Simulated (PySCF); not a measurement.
# B2FH3O: NMR shifts at several levels of theory, part 2 of 2

PySCF 2.14.0. Atoms count from 0. The steps go on from the part before.

### 10 Shielding tensors: B97-D/pcSseg-2

Job settings and geometry (Å):

```
{"job": {"kind": "nmr", "xc": "B97-D", "basis": "pcSseg-2", "pop": false}, "charge": 0, "multiplicity": 1}
B     -1.243879    -0.519142    -0.036612
O      0.002856    -0.036183     0.008161
B      1.224340     0.500195    -0.008412
F      1.917058     0.546169     1.118433
H     -2.165943     0.236089     0.169253
H     -1.401047    -1.693517    -0.279275
H      1.702078     0.935705    -1.024061
```

With the program's defaults for keys left out, this is: GIAO B97-D/pcSseg-2 NMR shielding, non-relativistic, gas phase.

Output:

```text
coarse grid: 6208 points
cycle   1  E = -226.5315467362  dE =  3.365e-01  |g| = 9.045e-01  |ddm| = 1.735e+00
cycle   2  E = -225.9875816940  dE =  5.440e-01  |g| = 1.909e+00  |ddm| = 1.249e+00
cycle   3  E = -226.6538906529  dE = -6.663e-01  |g| = 2.199e-01  |ddm| = 9.724e-01
cycle   4  E = -226.6609444849  dE = -7.054e-03  |g| = 1.360e-01  |ddm| = 1.437e-01
cycle   5  E = -226.6636456622  dE = -2.701e-03  |g| = 1.762e-02  |ddm| = 6.189e-02
cycle   6  E = -226.6637068130  dE = -6.115e-05  |g| = 7.188e-03  |ddm| = 1.996e-02
cycle   7  E = -226.6637202949  dE = -1.348e-05  |g| = 1.184e-03  |ddm| = 7.212e-03
cycle   8  E = -226.6637205935  dE = -2.985e-07  |g| = 2.409e-04  |ddm| = 1.225e-03
final grid: 61344 points
cycle   9  E = -226.6628597388  dE = -1.871e-04  |g| = 1.918e-02  |ddm| = 5.894e-02
cycle  10  E = -226.6627261340  dE =  1.336e-04  |g| = 3.568e-02  |ddm| = 2.142e-02
cycle  11  E = -226.6629083632  dE = -1.822e-04  |g| = 2.656e-03  |ddm| = 1.416e-02
cycle  12  E = -226.6629095505  dE = -1.187e-06  |g| = 1.262e-03  |ddm| = 2.074e-03
cycle  13  E = -226.6629098176  dE = -2.671e-07  |g| = 1.575e-04  |ddm| = 5.991e-04
cycle  14  E = -226.6629098240  dE = -6.406e-09  |g| = 1.368e-05  |ddm| = 2.124e-04
cycle  15  E = -226.6629098240  dE = -3.757e-11  |g| = 2.492e-06  |ddm| = 1.523e-05
converged SCF energy = -226.6629098240

GIAO shielding tensors (ppm)
atom      isotropic    diamagn.    paramagn.     s11        s22        s33       span
  0 B       55.319     193.872    -138.553      6.211     58.552    101.193     94.982
  1 O       49.262     404.620    -355.358    -35.665     21.007    162.444    198.109
  2 B       78.393     193.799    -115.406     71.166     73.808     90.206     19.040
  3 F      246.532     469.196    -222.663     94.989    271.179    373.429    278.440
  4 H       26.048      29.050      -3.002     25.543     26.090     26.512      0.969
  5 H       26.052      29.005      -2.953     25.563     26.124     26.470      0.906
  6 H       26.741      28.356      -1.615     24.445     26.372     29.407      4.962
```

Wall time 23 s (1 thread of Arm Neoverse N1, shared host); peak memory 0.65 GiB.

Key values: δ B0 41.0, B2 18.0, O1 275.9, F3 -92.4, H4 5.35, H6 4.65 ppm (means over like atoms).

### 11 NMR shieldings: B3LYP/pcSseg-2

The job, as its differences from that of step 10:

```diff
@@ -1,2 +1,2 @@
-{"job": {"kind": "nmr", "xc": "B97-D", "basis": "pcSseg-2", "pop": false}, "charge": 0, "multiplicity": 1}
+{"job": {"kind": "nmr", "xc": "B3LYP", "basis": "pcSseg-2", "pop": false}, "charge": 0, "multiplicity": 1}
 B     -1.243879    -0.519142    -0.036612
```

With the program's defaults for keys left out, this is: GIAO B3LYP/pcSseg-2 NMR shielding, non-relativistic, gas phase.

Output:

```text
coarse grid: 6208 points
cycle   1  E = -226.7059007579  dE =  3.438e-01  |g| = 8.024e-01  |ddm| = 1.714e+00
cycle   2  E = -226.4869296012  dE =  2.190e-01  |g| = 1.377e+00  |ddm| = 9.044e-01
cycle   3  E = -226.8064168008  dE = -3.195e-01  |g| = 1.114e-01  |ddm| = 6.150e-01
cycle   4  E = -226.8079695169  dE = -1.553e-03  |g| = 7.184e-02  |ddm| = 7.062e-02
cycle   5  E = -226.8087076912  dE = -7.382e-04  |g| = 5.904e-03  |ddm| = 2.707e-02
cycle   6  E = -226.8087144814  dE = -6.790e-06  |g| = 2.240e-03  |ddm| = 6.772e-03
final grid: 61344 points
cycle   7  E = -226.8094027978  dE = -1.036e-04  |g| = 3.978e-03  |ddm| = 4.644e-02
cycle   8  E = -226.8094011322  dE =  1.666e-06  |g| = 5.159e-03  |ddm| = 4.449e-03
cycle   9  E = -226.8094051525  dE = -4.020e-06  |g| = 8.409e-04  |ddm| = 2.398e-03
cycle  10  E = -226.8094052473  dE = -9.479e-08  |g| = 3.361e-04  |ddm| = 6.350e-04
cycle  11  E = -226.8094052686  dE = -2.128e-08  |g| = 1.048e-04  |ddm| = 2.238e-04
cycle  12  E = -226.8094052703  dE = -1.715e-09  |g| = 1.712e-05  |ddm| = 5.508e-05
cycle  13  E = -226.8094052703  dE = -5.804e-11  |g| = 2.231e-06  |ddm| = 1.499e-05
converged SCF energy = -226.8094052703

GIAO shielding tensors (ppm)
atom      isotropic    diamagn.    paramagn.     s11        s22        s33       span
  0 B       51.396     191.965    -140.569     -2.454     55.221    101.420    103.873
  1 O       43.809     403.452    -359.644    -46.516     16.538    161.404    207.920
  2 B       76.307     191.899    -115.592     65.879     72.769     90.274     24.396
  3 F      248.451     469.221    -220.770     92.489    276.950    375.914    283.426
  4 H       26.047      28.939      -2.892     25.502     26.064     26.576      1.075
  5 H       26.049      28.910      -2.861     25.519     26.101     26.527      1.008
  6 H       26.755      28.280      -1.526     24.385     26.395     29.485      5.100
```

It took 17 s on 1 thread of Arm Neoverse N1, shared host; peak memory 0.84 GiB.

In short: δ B0 45.0, B2 20.1, O1 282.0, F3 -78.7, H4 5.34, H6 4.63 ppm (means over like atoms).

### 12 Comparing the runs: NMR shifts

Shifts (ppm), means over like atoms, with basis size and wall time:

```
           run    H4    H6    B0    B2     O1     F3  functions   time
   HF/pcSseg-2  4.95  4.27  43.4  21.2  213.1  -51.4        186  8.6 s
  LDA/pcSseg-2  5.77  4.96  50.1  20.9  328.0  -85.1        186   19 s
  PBE/pcSseg-2  5.57  4.83  44.6  19.0  303.9  -88.0        186   23 s
 BLYP/pcSseg-2  5.45  4.76  43.7  18.7  300.7  -90.1        186   23 s
 BP86/pcSseg-2  5.53  4.81  43.9  18.9  298.2  -89.3        186   23 s
 OPBE/pcSseg-2  5.52  4.76  42.0  18.3  281.8  -87.2        186   22 s
  KT2/pcSseg-2  5.39  4.72  41.7  17.5  287.2  -99.7        186   23 s
  KT3/pcSseg-2  5.26  4.60  40.0  17.1  272.4  -97.9        186   23 s
B97-D/pcSseg-2  5.35  4.65  41.0  18.0  275.9  -92.4        186   23 s
B3LYP/pcSseg-2  5.34  4.63  45.0  20.1  282.0  -78.7        186   17 s
```

### 13 Summary of results

The summary covers parts 1 to 2.

```
                                                            quantity               value
1H shifts against TMS (HF/pcSseg-2, means over atoms taken as alike)      4.95, 4.27 ppm
                           11B shifts against BF3·OEt2 (HF/pcSseg-2)      43.4, 21.2 ppm
                                17O shifts against H2O (HF/pcSseg-2)           213.1 ppm
                              19F shifts against CFCl3 (HF/pcSseg-2)           -51.4 ppm
                                            range of the shift of O1  213.1 to 328.0 ppm
```

Single values in the summary come from the first run of each kind that ended normally (HF/pcSseg-2), which need not be the best level. At HF/pcSseg-2: Shielding is most anisotropic at F3 (span 242 ppm, paramagnetic term -172 ppm). Across the 10 runs the shift of O1 moves most, between 213.1 (HF/pcSseg-2) and 328.0 ppm (LDA/pcSseg-2).
